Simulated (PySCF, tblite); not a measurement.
# C₄H₁₃ClOSi₂: geometry, infrared bands and NMR shifts

Wanted: the infrared bands and NMR shifts of C₄H₁₃ClOSi₂ (`CO[SiH2]CC[Si@H](C)Cl`), by calculation.

Computed with tblite 0.8.0 and PySCF 2.14.0, with density-fitted response routines of our own, on a single molecule in the gas phase. Atoms count from 0, in the outputs and in this text.

**1. The molecule as given**

21 atoms, charge 0, multiplicity 1; geometry from: force field or distance geometry start.

Bonds of the start (Å): C0–O1 1.41, O1–Si2 1.73, Si2–C3 1.85, C3–C4 1.50, C4–Si5 1.88, Si5–C6 1.87, Si5–Cl7 2.10, C0–H8 1.12, C0–H9 1.11, C0–H10 1.10, Si2–H11 1.45, Si2–H12 1.47, C3–H13 1.12, C3–H14 1.12, C4–H15 1.10, C4–H16 1.13, Si5–H17 1.49, C6–H18 1.10, C6–H19 1.11, C6–H20 1.11.

**2. Optimising the geometry with GFN2-xTB**

Job settings and geometry (Å):

```
{"job": {"kind": "relax", "xc": "GFN2-xTB", "basis": "xTB"}, "charge": 0, "multiplicity": 1}
C      4.050200     0.955800     0.159100
O      2.659700     1.049900     0.397800
Si     1.890300    -0.385800    -0.171900
C      0.187500    -0.417100     0.556300
C     -0.886300     0.128800    -0.339300
Si    -2.552500     0.022400     0.533700
C     -3.908500    -0.031800    -0.748600
Cl    -2.708200     1.770600     1.686700
H      4.262400    -0.087100    -0.180500
H      4.619000     1.112500     1.095200
H      4.329500     1.677200    -0.621000
H      1.904600    -0.336000    -1.621300
H      2.723200    -1.505700     0.299600
H     -0.108800    -1.464600     0.820800
H      0.176100     0.190100     1.496100
H     -0.962400    -0.419000    -1.290300
H     -0.635300     1.222100    -0.483800
H     -2.602600    -1.205700     1.369300
H     -4.155200    -1.082700    -0.963900
H     -4.779900     0.517600    -0.335800
H     -3.511800     0.460400    -1.658600
```

Started as:

```console
OMP_NUM_THREADS=1 python probes_run.py task.json out
```

The driver reads the jobs from task.json and runs them one after another.

**Question.** This job is followed by: GFN2-xTB harmonic vibrations, gas phase; GIAO PBE0/pcSseg-1 NMR shielding, non-relativistic, gas phase. Predict these results of the whole session: strongest single infrared mode (GFN2-xTB); zero-point energy (GFN2-xTB); 13C shifts against TMS (PBE0/pcSseg-1); 1H shifts against TMS (PBE0/pcSseg-1, means over atoms taken as alike); 17O shifts against H2O (PBE0/pcSseg-1); 29Si shifts against TMS (PBE0/pcSseg-1); 35Cl shifts against HCl (PBE0/pcSseg-1).

As calculated:

| quantity | value |
| --- | --- |
| strongest single infrared mode (GFN2-xTB) | 2172 cm⁻¹, 394 km/mol |
| zero-point energy (GFN2-xTB) | 100.1 kcal/mol |
| 13C shifts against TMS (PBE0/pcSseg-1) | 54.1, 11.2, 8.3, 2.7 ppm |
| 1H shifts against TMS (PBE0/pcSseg-1, means over atoms taken as alike) | 5.16, 4.77, 4.76, 3.79, 1.29, 0.78, 0.50, 0.38, 0.34 ppm |
| 17O shifts against H2O (PBE0/pcSseg-1) | -1.1 ppm |
| 29Si shifts against TMS (PBE0/pcSseg-1) | 14.1, -14.1 ppm |
| 35Cl shifts against HCl (PBE0/pcSseg-1) | -37 ppm |

In words: Relaxing lowered the energy by 0.808 eV in 229 steps; the close pair that moved most is O1–Si2, from 1.726 to 1.621 Å. All 57 modes are real, so the xTB geometry is a minimum. The strongest single mode, at 2172 cm⁻¹, moves mainly H12 and H11. Unscaled tight-binding wavenumbers are off by several per cent, some by more. Its intensities can rank the bands wrongly. C0 (methyl carbon bonded to O) lies farthest downfield among carbon, at 54.1 ppm; deshielded by the electronegative neighbour. At PBE0/pcSseg-1: The widest tensor belongs to Si2: span 127 ppm, with a paramagnetic part of -519 ppm.
